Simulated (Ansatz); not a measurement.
# CH8OSiSn, SMILES O[CH2][SnH2][SiH3]: a geometry optimisation

Computed with Ansatz 0.2.0, Python API.

Typed at the interpreter:
```pycon
>>> import itertools
>>> import ansatz
>>> from ase.data import atomic_numbers, covalent_radii
>>> import numpy as np
>>> BASIS_SET = "def2-SVP"
>>> FUNCTIONAL = "PBE0"
>>> geometry_ang = [
...     ("O", (-1.5733, 1.4647, -0.5735)),
...     ("C", (-0.6009, 1.6473, 0.3554)),
...     ("Sn", (-0.0075, -0.279, 1.0477)),
...     ("Si", (0.9641, -1.6107, -0.884)),
...     ("H", (-1.2075, 1.0701, -1.395)),
...     ("H", (0.2698, 2.2006, -0.0912)),
...     ("H", (-0.9468, 2.2412, 1.2216)),
...     ("H", (-1.3024, -1.0885, 1.7736)),
...     ("H", (1.2982, -0.0693, 2.2938)),
...     ("H", (2.0395, -0.9237, -1.4575)),
...     ("H", (-0.1853, -1.7658, -1.8626)),
...     ("H", (1.329, -2.9421, -0.3942)),
... ]
>>> mol = ansatz.Crystal.molecule()
>>> for symbol, xyz in geometry_ang:
...     mol = mol.atom(symbol, xyz)
...
>>> calc = (
...     mol.calculation()
...     .basis(gaussian=BASIS_SET)  # the orbital basis, by name
...     .functional(FUNCTIONAL)
... )
>>> symbols = [site.symbol for site in mol.cartesian_sites]
>>> start = np.array([site.position_ang for site in mol.cartesian_sites], dtype=float)
>>> def progress(event):
...     if event["event"] == "relax_step":
...         row = event["data"]
...         print(f"step {row['step']:3d}  E = {row['lagrangian_ev']:.6f} eV  largest force component {row['allowed_force_max_ev_ang']:.4f} eV/A")
...
>>> summary = calc.relax(force_tolerance=0.02).session().plan().execute(on_event=progress).report
step   1  E = -16910.277730 eV  largest force component 2.2623 eV/A
step   2  E = -16910.489200 eV  largest force component 1.3748 eV/A
step   3  E = -16910.615136 eV  largest force component 0.4230 eV/A
step   4  E = -16910.622770 eV  largest force component 0.2562 eV/A
step   5  E = -16910.629980 eV  largest force component 0.0916 eV/A
step   6  E = -16910.631627 eV  largest force component 0.0183 eV/A
>>> end = np.array(summary["positions_ang"])
>>> for key in ("converged", "free_energy_ev", "reference_energy_ev", "n_frozen", "n_occupied", "n_virtual"):
...     print(f"{key:22s} {summary[key]}")
...
converged              True
free_energy_ev         -16910.631660044848
reference_energy_ev    -16910.631660044848
n_frozen               0
n_occupied             [29, 29]
n_virtual              [83, 83]
>>> # pairs closer than 1.2 times the sum of covalent radii, before or after
>>> radius = [covalent_radii[atomic_numbers[s]] for s in symbols]
>>> span = lambda where, i, j: np.linalg.norm(where[i] - where[j])
>>> bonded = [(i, j) for i, j in itertools.combinations(range(len(symbols)), 2) if min(span(start, i, j), span(end, i, j)) < 1.2 * (radius[i] + radius[j])]
>>> print("pair        before    after (A)")
pair        before    after (A)
>>> for i, j in bonded:
...     print(f"{symbols[i]}{i}-{symbols[j]}{j}".ljust(10), f"{span(start, i, j):8.4f} {span(end, i, j):8.4f}")
...
O0-C1        1.3571   1.4015
O0-H4        0.9820   0.9624
C1-Sn2       2.1312   2.1955
C1-H5        1.1241   1.1064
C1-H6        1.1057   1.1003
Sn2-Si3      2.5395   2.5770
Sn2-H7       1.6909   1.7166
Sn2-H8       1.8170   1.7210
Si3-H9       1.3991   1.4968
Si3-H10      1.5175   1.4978
Si3-H11      1.4648   1.4950
>>> charges = summary["charge_distribution"]
>>> print("dipole moment", round(4.803205 * float(np.linalg.norm(charges["dipole_moment_e_ang"])), 3), "D")
dipole moment 1.222 D
>>> print("Mulliken:", [(s, round(q, 3)) for s, q in zip(symbols, charges["mulliken_charges_e"])])
Mulliken: [('O', -0.319), ('C', -0.071), ('Sn', 0.301), ('Si', 0.082), ('H', 0.182), ('H', 0.057), ('H', 0.073), ('H', -0.073), ('H', -0.085), ('H', -0.051), ('H', -0.055), ('H', -0.042)]
```

Notes:
- Total energies depend on the basis set; only differences at equal settings carry meaning.
- The end point is the stationary point reached from this start; no frequency run checks that it is a minimum, and the basis set is modest.
- def2 sets replace the cores of elements past krypton by effective core potentials.
- Timing: 51 s on 1 thread of Arm Neoverse V1 (shared host), peak memory 0.34 GiB.
